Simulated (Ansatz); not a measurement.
A nudged elastic band was laid between two geometries of a periodic cell of 17 atoms, TiSi16 (host Si, host structure diamond, interstitial Ti).

The calculation used DFT PBEsol, scalar-relativistic, plane waves, PAW in Ansatz 0.2.0. Settings: PAW set soft_1, cutoff 420 eV, k mesh 2x2x2, gaussian smearing 0.05 eV, no spin polarisation.

* movable images: 3
* climbing image: yes
* spring: 5.0 eV/Å²
* optimiser: lbfgs
* start path: IDPP
* force threshold: 0.05 eV/Å
* iteration limit: 77
* end points: relaxed

Image 0:

```xyz
17
Lattice="0.0000 5.4300 5.4300 5.4300 0.0000 5.4300 5.4300 5.4300 0.0000" Properties=species:S:1:pos:R:3
Si -0.002 0.002 -0.030
Si 1.402 1.402 1.314
Si 2.716 2.715 0.000
Si 4.028 4.029 1.314
Si 2.747 0.003 2.718
Si 4.054 1.377 4.092
Si 5.428 2.684 2.717
Si 6.832 4.029 4.117
Si 0.001 2.749 2.715
Si 1.373 4.058 4.092
Si 2.681 5.430 2.715
Si 4.029 6.831 4.116
Si 2.713 2.718 5.433
Si 4.055 4.058 6.773
Si 5.431 5.430 5.464
Si 6.803 6.806 6.773
Ti 5.430 5.431 2.716
```

Image 4:

```xyz
17
Lattice="0.0000 5.4300 5.4300 5.4300 0.0000 5.4300 5.4300 5.4300 0.0000" Properties=species:S:1:pos:R:3
Si 0.020 0.016 0.019
Si 1.361 1.357 1.360
Si 2.702 2.698 0.019
Si 4.077 4.071 1.328
Si 2.702 0.016 2.701
Si 4.076 1.324 4.076
Si 5.477 2.670 2.674
Si 6.823 4.071 4.075
Si 0.020 2.698 2.701
Si 1.328 4.071 4.076
Si 2.676 5.472 2.675
Si 4.076 6.819 4.075
Si 2.675 2.670 5.476
Si 4.075 4.071 6.823
Si 5.476 5.472 5.475
Si 6.791 6.784 6.791
Ti 4.076 4.070 4.075
```

What changes between the two ends?

Contacts lost: Si1–Ti17, Si2–Ti17, Si5–Ti17, Si9–Ti17. Contacts made: Si6–Ti17, Si10–Ti17, Si13–Ti17, Si14–Ti17. The atom that moves furthest is Ti17, by 2.35 Å; four of its nearest neighbours are Si12 2.43, Si8 2.43, Si2 2.43, Si4 2.43 Å at the first end and Si11 2.43, Si15 2.43, Si7 2.43, Si13 2.43 Å at the last.

What energy profile does the band end with?

It converged. The highest image is number 2 of 0 to 4, 1.74 eV above the ends, which have the same energy within 2 meV. Neighbouring images differ by up to 1.2 eV, so the band resolves the path poorly. By the program's own check the climbing image is a first-order saddle point (lowest curvatures found: -4.78 and 0.06 eV/Å²). Limits of this set-up: coarse k mesh, PAW files made for another functional, a small cell, in which the defect meets its images.

| image | path coordinate (Å) | energy (eV) | Si1–Ti17 (Å) | Si2–Ti17 (Å) | Si5–Ti17 (Å) |
| --- | --- | --- | --- | --- | --- |
| 0 | 0.00 | 0.00 | 2.75 | 2.43 | 2.75 |
| 1 | 0.77 | 0.52 | 2.98 | 2.53 | 2.97 |
| 2 | 1.54 | 1.74 | 3.52 | 3.22 | 3.51 |
| 3 | 2.31 | 0.52 | 4.13 | 4.02 | 4.12 |
| 4 | 3.09 | 0.00 | 4.50 | 4.70 | 4.50 |

What is the geometry of the highest image?


```xyz
17
Lattice="0.0000 5.4300 5.4300 5.4300 0.0000 5.4300 5.4300 5.4300 0.0000" Properties=species:S:1:pos:R:3
Si -0.065 -0.064 -0.010
Si 1.178 1.178 1.534
Si 2.545 2.541 0.179
Si 3.973 3.971 1.236
Si 2.722 -0.065 2.778
Si 4.135 1.348 4.008
Si 5.535 2.588 2.618
Si 6.920 3.971 4.179
Si -0.065 2.722 2.778
Si 1.348 4.135 4.008
Si 2.592 5.533 2.618
Si 3.974 6.916 4.179
Si 2.892 2.892 5.250
Si 4.136 4.136 6.794
Si 5.536 5.533 5.564
Si 6.966 6.963 6.619
Ti 4.754 4.752 3.397
```

The run took 22 min on 1 thread of Arm Neoverse V1 (shared host), peak memory 0.82 GiB.
